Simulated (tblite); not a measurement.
# CH12GeOSi3: the cost of one run

Programs: tblite 0.8.0 and PySCF 2.14.0, with density-fitted response routines of our own. Each step states its level of theory. These are calculated values for one molecule in the gas phase, unless marked as measured. Atoms are numbered from 0 throughout.

### 1 Starting geometry

18 atoms, charge 0, multiplicity 1; geometry from: force field or distance geometry start.

Bonds of the start (Å): Si0–Si1 2.22, Si1–Si2 2.22, Si1–O3 1.72, O3–C4 1.40, C4–Ge5 1.95, Si0–H6 1.49, Si0–H7 1.48, Si0–H8 1.47, Si1–H9 1.46, Si2–H10 1.47, Si2–H11 1.48, Si2–H12 1.46, C4–H13 1.11, C4–H14 1.12, Ge5–H15 1.56, Ge5–H16 1.55, Ge5–H17 1.56.

### 2 Relaxing the molecule with GFN2-xTB

Job settings and geometry (Å):

```
{"job": {"kind": "relax", "xc": "GFN2-xTB", "basis": "xTB"}, "charge": 0, "multiplicity": 1}
Si    -0.413300     2.257600    -0.263100
Si    -0.615600     0.064700    -0.503800
Si    -2.730500    -0.601100    -0.670800
O      0.064300    -0.702200     0.875500
C      1.119700    -1.488800     0.412800
Ge     2.482500    -0.433900    -0.497800
H     -1.737700     2.943400    -0.315700
H      0.192500     2.668200     1.021400
H      0.393400     2.792900    -1.375100
H      0.051500    -0.360800    -1.729900
H     -2.719000    -2.044500    -0.951500
H     -3.444200    -0.454100     0.615100
H     -3.465300     0.072800    -1.737000
H      1.543000    -2.129600     1.208400
H      0.644200    -2.106500    -0.392600
H      3.566300     0.088200     0.494600
H      1.907300     0.820100    -1.197100
H      3.152300    -1.380100    -1.534700
```

The run is started by

```bash
OMP_NUM_THREADS=1 python probes_run.py task.json out
```

One launch serves the whole session: the jobs run in the order shown.

**Question.** How long does this first job take on 1 thread of Arm Neoverse N1, shared host?

About 2.4 s.
